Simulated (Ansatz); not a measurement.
## B2H4SSi, SMILES S[SiH]1BB1: a polarisability from point charges

Program: the Ansatz DFT code, driven from Python.

Script `b2h4ssi_field.py`:
```python
"""Response of B2H4SSi to a pair of distant point charges."""

import ansatz
import numpy as np


def main() -> None:
    molecule = (
        ansatz.Crystal.molecule()
        .atom("S", (-1.5189, 0.7902, -1.3393))
        .atom("Si", (-0.2776, 0.4878, 0.3255))
        .atom("B", (1.1653, -0.5688, -0.1182))
        .atom("B", (-0.078, -1.2985, 0.7954))
        .atom("H", (-0.7958, 1.9246, -1.799))
        .atom("H", (-0.0994, 1.5212, 1.3747))
        .atom("H", (2.2857, -0.6744, -0.6083))
        .atom("H", (-0.5892, -2.2392, 1.3134))
    )

    job = molecule.calculation().basis(gaussian="def2-SVP").functional("PBE").forces()
    # charges +q and -q at -R and +R make a nearly even field 2 k q / R^2 at the centre
    centre = np.mean([site.position_ang for site in molecule.cartesian_sites], axis=0)
    field = 2 * 14.399645 * 2.0 / 40.0 ** 2


    def dipole(axis, sign):
        arm = 40.0 * np.eye(3)[axis]
        pair = [{"charge": sign * 2.0, "position_ang": (centre - arm).tolist()}, {"charge": -sign * 2.0, "position_ang": (centre + arm).tolist()}]
        deck = job.input().set(ansatz.key.basis.gaussian.point_charges, pair)
        return np.array(ansatz.Session.from_dict(deck).plan().execute().report["charge_distribution"]["dipole_moment_e_ang"])


    print(f"field {field:.4f} V/A")
    alpha = np.array([(dipole(axis, 1) - dipole(axis, -1)) / (2 * field) * 14.399645 for axis in range(3)])
    print("polarisability tensor (A^3)")
    print(np.array2string(alpha, precision=3, suppress_small=True))
    print(f"mean {np.trace(alpha) / 3:.3f} A^3 = {np.trace(alpha) / 3 / 0.14818471:.2f} bohr^3")


if __name__ == "__main__":
    main()
```

```console
$ python b2h4ssi_field.py
field 0.0360 V/A
polarisability tensor (A^3)
[[11.287 -2.074  1.493]
 [-2.064 11.678 -2.178]
 [ 1.496 -2.174 10.118]]
mean 11.027 A^3 = 74.42 bohr^3
```

The settings weren't tested for convergence. The geometry is a force-field or estimated start, not a minimum of this method, and the basis set is short of its limit. The field of two point charges is only nearly even. Without diffuse functions polarisabilities are unreliable, as a rule too low, and they change with the bond lengths of this unrelaxed start. It ran for 6.5 s on 1 thread of AMD EPYC 9R45 96-Core Processor (Zen 5) (shared host), peak memory 0.19 GiB.

(Lines on the test bed's own set-up are left out of the output.)
